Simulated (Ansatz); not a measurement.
# F6H3NW: the cost of one run

All numbers below are computed with Ansatz 0.2.0 (RKS PBE/def2-SVP).

### 1 Starting point

Bond lengths: W1–F2 2.200 Å, W1–F3 1.850 Å, W1–F4 1.850 Å, W1–F5 1.850 Å, W1–F6 1.850 Å, W1–F7 1.850 Å, W1–N8 2.380 Å, N8–H9 1.060 Å, N8–H10 1.060 Å, W1–H11 2.302 Å. Angles (14 of 31 angles, heavy atoms first): F2–W1–F3 90.0°, F2–W1–F4 90.0°, F2–W1–F5 90.0°, F2–W1–F6 90.0°, F2–W1–F7 180.0°, F2–W1–N8 71.6°, F3–W1–F4 90.0°, F3–W1–F5 180.0°, F3–W1–F6 90.0°, F3–W1–F7 90.0°, F3–W1–N8 48.9°, F4–W1–F5 90.0°, F4–W1–F6 180.0°, F4–W1–F7 90.0°.

Structure file:

```xyz
11

W     0.0000    0.0000    0.0000
F     0.0000    0.0000    2.2000
F     1.8500    0.0000    0.0000
F     0.0000    1.8500    0.0000
F    -1.8500    0.0000    0.0000
F     0.0000   -1.8500    0.0000
F     0.0000    0.0000   -1.8500
N     1.5641    1.6294    0.7505
H     2.4032    1.3328    1.3263
H     1.4216    2.6516    0.5089
H     0.9033    0.9410    1.8973
```

### 2 A restrained relaxation towards end A

Springs on the bonds that form and break draw the guess towards this end; the thresholds are loose.

Input file input.yaml:

```yaml
crystal:
  periodic: [false, false, false]
  atoms:
    - { symbol: W, position_ang: [0.0, 0.0, 0.0] }
    - { symbol: F, position_ang: [0.0, 0.0, 2.2] }
    - { symbol: F, position_ang: [1.85, 0.0, 0.0] }
    - { symbol: F, position_ang: [0.0, 1.85, 0.0] }
    - { symbol: F, position_ang: [-1.85, 0.0, 0.0] }
    - { symbol: F, position_ang: [0.0, -1.85, 0.0] }
    - { symbol: F, position_ang: [0.0, 0.0, -1.85] }
    - { symbol: "N", position_ang: [1.5641, 1.6294, 0.7505] }
    - { symbol: H, position_ang: [2.4032, 1.3328, 1.3263] }
    - { symbol: H, position_ang: [1.4216, 2.6516, 0.5089] }
    - { symbol: H, position_ang: [0.9033, 0.941, 1.8973] }
basis:
  gaussian: { orbitals: def2-SVP }
hamiltonian:
  xc: pbe
relax:
  f_tol: 0.15
  max_steps: 25
  restrain:
    - { distance: [0, 7], at: 3.28, k: 30.0 }
    - { distance: [10, 1], at: 2.12, k: 30.0 }
    - { distance: [0, 1], at: 1.85, k: 30.0 }
    - { distance: [10, 7], at: 1.06, k: 30.0 }
```

Started as:

```sh
> ansatz run input.yaml --threads 4 --pin off --max-ram 5120MiB --backend cpu --events-out ev --progress --plain --runs-dir out
```

Q: Estimate wall time and peak memory on 4 threads of Arm Neoverse V2, shared host.

About 23 s, with a peak of 0.22 GiB.
